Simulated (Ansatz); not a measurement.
Al2H4S, SMILES [AlH2][S][AlH2], an atomisation energy

Program: Ansatz 0.2.0, Python API.

Typed at the interpreter:
```pycon
>>> from collections import Counter
>>> import ansatz
>>> from ase import Atoms
>>> def energy_of(molecule, charge=0, unpaired=0):
...     calc = (
...         molecule.calculation()
...         .basis(gaussian='cc-pVTZ')
...         .functional('hf')
...     )
...     if charge:
...         calc = calc.charge(charge)
...     if unpaired:
...         calc = calc.spin('collinear', total=unpaired)
...     report = calc.run(threads=1, backend='cpu').report
...     if report['published_state_doubts']:
...         print('  doubts:', report['published_state_doubts'])
...     return report['free_energy_ev']
...
>>> atoms = Atoms(['Al', 'S', 'Al', 'H', 'H', 'H', 'H'], positions=[
...     (-1.3715, 0.2618, -0.7382),
...     (-0.894, -1.005, 1.0218),
...     (1.2664, -0.4367, 0.8519),
...     (-1.2977, -0.2849, -2.2316),
...     (-1.7978, 1.8338, -0.5402),
...     (1.8505, 0.8566, 1.6453),
...     (2.3055, -1.2936, -0.0549),
... ])
>>> molecule = ansatz.Crystal.molecule_from_ase(atoms)
>>> # Hund ground states
>>> unpaired = {'Al': 1, 'S': 2, 'H': 1}
>>> counts = Counter(site.symbol for site in molecule.cartesian_sites)
>>> atom_energy = {s: energy_of(ansatz.Crystal.molecule().atom(s, (0, 0, 0)), 0, unpaired[s]) for s in counts}
>>> whole = energy_of(molecule, 0, 0)
>>> for s, e in atom_energy.items():
...     print(f'{s:2s} x{counts[s]}  {e:14.5f} eV')
...
Al x2     -6581.86397 eV
S  x1    -10816.77825 eV
H  x4       -13.60052 eV
>>> print(f'Al2H4S: {whole:.5f} eV')
Al2H4S: -24048.93638 eV
>>> split = sum(counts[s] * e for s, e in atom_energy.items()) - whole
>>> print(f'atomisation energy (no zero-point term): {split:.3f} eV, {split / sum(counts.values()):.3f} eV an atom')
atomisation energy (no zero-point term): 14.028 eV, 2.004 eV an atom
```

14.028 eV from the electronic energies, without the zero-point term.

What to keep in mind:
- Total energies depend on the basis set; only differences at equal settings carry meaning.
- The geometry is a force-field or estimated start, not a minimum of this method, and the basis set is short of its limit. All parts are taken at fixed geometry, without zero-point energy.
- Hartree-Fock leaves correlation out, so bond, atomisation and ionisation energies come out well too low.
- For Al to Cl the sets with a tight d function, cc-pV(X+d)Z, are usual.
- Wall time of the script: 3.6 s on 1 thread of Arm Neoverse N1, with other jobs on the host, peak memory 0.32 GiB.
